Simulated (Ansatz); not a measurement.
I need a formation energy from the elements of Ba2SrN2 and its elements. Use Ansatz 0.2.0 through its Python package. Use (first run): PBE, PAW, cutoff 460 eV, Gaussian smearing of 0.05 eV.

The script, `run_formation.py`:
```python
from collections import Counter
import warnings

import ansatz as az
import numpy as np

PHASES = {
    'Ba2SrN2': (
        [(3.930574, 0.0, 0.0), (-1.965287, 3.403977, 0.0), (0.0, 0.0, 10.560664)],
        [
            ('Ba', (2 / 3, 1 / 3, 0.215478)),
            ('Ba', (1 / 3, 2 / 3, 0.784522)),
            ('Sr', (0.0, 0.0, 0.5)),
            ('N', (2 / 3, 1 / 3, 0.660744)),
            ('N', (1 / 3, 2 / 3, 0.339256)),
        ],
    ),
    'Ba': (
        [(-2.5065, 2.5065, 2.5065), (2.5065, -2.5065, 2.5065), (2.5065, 2.5065, -2.5065)],
        [
            ('Ba', (0.0, 0.0, 0.0)),
        ],
    ),
    'Sr': (
        [(0.0, 3.04235, 3.04235), (3.04235, 0.0, 3.04235), (3.04235, 3.04235, 0.0)],
        [
            ('Sr', (0.0, 0.0, 0.0)),
        ],
    ),
    'N2': (
        [(9.0, 0.0, 0.0), (0.0, 9.5, 0.0), (0.0, 0.0, 10.0)],
        [
            ('N', (0.5, 0.5, 0.4445)),
            ('N', (0.5, 0.5, 0.5555)),
        ],
    ),
}


def build(vectors, sites):
    crystal = az.Crystal(lattice=az.Lattice.of(vectors))
    for symbol, position in sites:
        crystal = crystal.atom(symbol, position)
    return crystal

GASES = {'N2'}


def solve(name, crystal):
    calc = crystal.calculation()
    calc = calc.functional('pbe').basis(460)
    calc = calc.kpoints(spacing=0.16)
    calc = calc.occupations('gaussian', width=0.05).stress()
    if name in GASES:
        return calc.kpoints(1, 1, 1).relax(force_tolerance=0.01).run(threads=1)
    calc = calc.relax(force_tolerance=0.01, cell=True)
    return calc.run(threads=1)


def counts(outcome):
    return Counter(site.symbol for site in outcome.lattice.sites)

def formation_energy(outcome, mu):
    n = counts(outcome)
    return (outcome.report['energy_sigma0_ev'] - sum(k * mu[element] for element, k in n.items())) / sum(n.values())


def volume_per_atom(outcome):
    return abs(np.linalg.det(outcome.lattice.cell_ang)) / len(outcome.lattice.sites)

warnings.simplefilter('ignore', az.DeckWarning)

phases = {name: build(*cell) for name, cell in PHASES.items()}

done = {}
for name, crystal in phases.items():
    done[name] = solve(name, crystal)
    print(f'{name}: {done[name].report["energy_sigma0_ev"]:.4f} eV, {len(done[name].lattice.sites)} atoms')

references = {'Ba': 'Ba', 'Sr': 'Sr', 'N': 'N2'}
mu = {element: done[name].report['energy_sigma0_ev'] / len(done[name].lattice.sites) for element, name in references.items()}

target = done['Ba2SrN2']
heat = formation_energy(target, mu)
rows = [(name, len(o.lattice.sites), volume_per_atom(o), formation_energy(o, mu)) for name, o in done.items()]
print('     phase       atoms  V (A^3/atom)  E_form (eV/atom)')
for row in rows:
    print(f'{str(row[0]):>10}  {row[1]:10d}  {row[2]:12.3f}  {row[3]:16.4f}')
```

```console
$ python run_formation.py
Ba2SrN2: -16213.5917 eV, 5 atoms
Ba: -5949.5398 eV, 1 atoms
Sr: -3544.2198 eV, 1 atoms
N2: -768.0341 eV, 2 atoms
     phase       atoms  V (A^3/atom)  E_form (eV/atom)
   Ba2SrN2           5        27.823           -0.4516
        Ba           1        62.989            0.0000
        Sr           1        54.430            0.0000
        N2           2       427.500            0.0000
```

Absolute energies stand on the zero of these potentials, so only differences at equal settings mean something. For the metals among these phases the mesh is modest: differences between phases can be off by up to 40 meV an atom. The program warned that this SCF threshold is loose for forces or stresses. The cells come from databases of deposited and of computed structures, and not all need be stable phases. The compound is the structure given, not necessarily its lowest; energies are at zero temperature, with no correction for gases. A semilocal functional's error on such energies is often 0.05 to 0.1 eV an atom, and 0.1 to 0.3 eV against gases such as O2 or F2. The script silences the warnings on its input, which a real study should read. Timing: 2 min on 1 thread of Arm Neoverse V1, on a shared host, peak memory 0.73 GiB.
